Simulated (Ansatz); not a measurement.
Task: a formation energy from the elements of SrCa and its elements, with Ansatz 0.2.0 through its Python package. Give the script and its output. Level of theory (first run): PBEsol, PAW, cutoff 463 eV, 6×6×3 k-points, Fermi-Dirac smearing of 0.1 eV.

Script `run_formation.py`:
```python
"""Heat of formation of SrCa at zero temperature, after relaxing atoms and volume at fixed cell shape."""

from collections import Counter
import warnings

import ansatz as az
import numpy as np

PHASES = {
    "SrCa": (
        [(4.128338, 0.0, 0.0), (-2.064169, 3.575245, 0.0), (0.0, 0.0, 6.788745)],
        [
            ("Sr", (2 / 3, 1 / 3, 0.5)),
            ("Ca", (0.0, 0.0, 0.0)),
        ],
    ),
    "Sr": (
        [(0.0, 3.04235, 3.04235), (3.04235, 0.0, 3.04235), (3.04235, 3.04235, 0.0)],
        [
            ("Sr", (0.0, 0.0, 0.0)),
        ],
    ),
    "Ca": (
        [(0.0, 2.7942, 2.7942), (2.7942, 0.0, 2.7942), (2.7942, 2.7942, 0.0)],
        [
            ("Ca", (0.0, 0.0, 0.0)),
        ],
    ),
}


def build(vectors, sites):
    crystal = az.Crystal(lattice=az.Lattice.of(vectors))
    for symbol, position in sites:
        crystal = crystal.atom(symbol, position)
    return crystal


def solve(name, crystal):
    calc = crystal.calculation()
    calc = calc.functional("pbesol")
    calc = calc.basis(34 * az.Ry).kpoints(spacing=0.33)
    calc = calc.occupations("fermi_dirac", width=0.1)
    calc = calc.stress()
    calc = calc.relax(force_tolerance=0.03, fix_cell=["shape"])
    return calc.run(threads=1)


def counts(outcome):
    return Counter(site.symbol for site in outcome.lattice.sites)

def formation_energy(outcome, mu):
    n = counts(outcome)
    return (outcome.report["energy_sigma0_ev"] - sum(k * mu[element] for element, k in n.items())) / sum(n.values())


def volume_per_atom(outcome):
    return abs(np.linalg.det(outcome.lattice.cell_ang)) / len(outcome.lattice.sites)


def main() -> None:
    warnings.simplefilter("ignore")

    phases = {name: build(*cell) for name, cell in PHASES.items()}

    done = {}
    for name, crystal in phases.items():
        done[name] = solve(name, crystal)
        print(f"{name}: {done[name].report['energy_sigma0_ev']:.4f} eV, {len(done[name].lattice.sites)} atoms")

    # chemical potentials of the elements at zero temperature
    references = {"Sr": "Sr", "Ca": "Ca"}
    mu = {element: done[name].report["energy_sigma0_ev"] / len(done[name].lattice.sites) for element, name in references.items()}

    target = done["SrCa"]
    heat = formation_energy(target, mu)
    n = counts(target)
    print("cell content:", dict(n), " volume", round(volume_per_atom(target), 3), "A^3/atom")
    print("formation energy", round(heat, 4), "eV/atom,", round(heat * sum(n.values()), 4), "eV per cell")
    print("bound against the elements" if heat < 0 else "unbound against the elements")


if __name__ == "__main__":
    main()
```

```console
$ python run_formation.py
SrCa: -5285.8591 eV, 2 atoms
Sr: -3492.1927 eV, 1 atoms
Ca: -1793.7133 eV, 1 atoms
cell content: {<Element.SR: 'Sr'>: 1, <Element.CA: 'Ca'>: 1}  volume 46.402 A^3/atom
formation energy 0.0235 eV/atom, 0.0469 eV per cell
unbound against the elements
```

Caveats:
- Absolute energies stand on the zero of these potentials, so only differences at equal settings mean something.
- For the metals among these phases the mesh is modest: differences between phases can be off by up to 40 meV an atom.
- These metals are very soft, so angles and axial ratios aren't settled by this mesh and stress tolerance.
- Atoms and volume are relaxed with the cell's shape held, which in cells of lower than cubic symmetry can hide stresses and shift volumes.
- The cells come from databases of deposited and of computed structures, and not all need be stable phases.
- The compound is the structure given, not necessarily its lowest; energies are at zero temperature, with no correction for gases. A semilocal functional's error on such energies is often 0.05 to 0.1 eV an atom, and 0.1 to 0.3 eV against gases such as O2 or F2.
- Hardware and time: 15 s on 1 thread of Arm Neoverse V2, with other jobs on the host, peak memory 0.41 GiB.
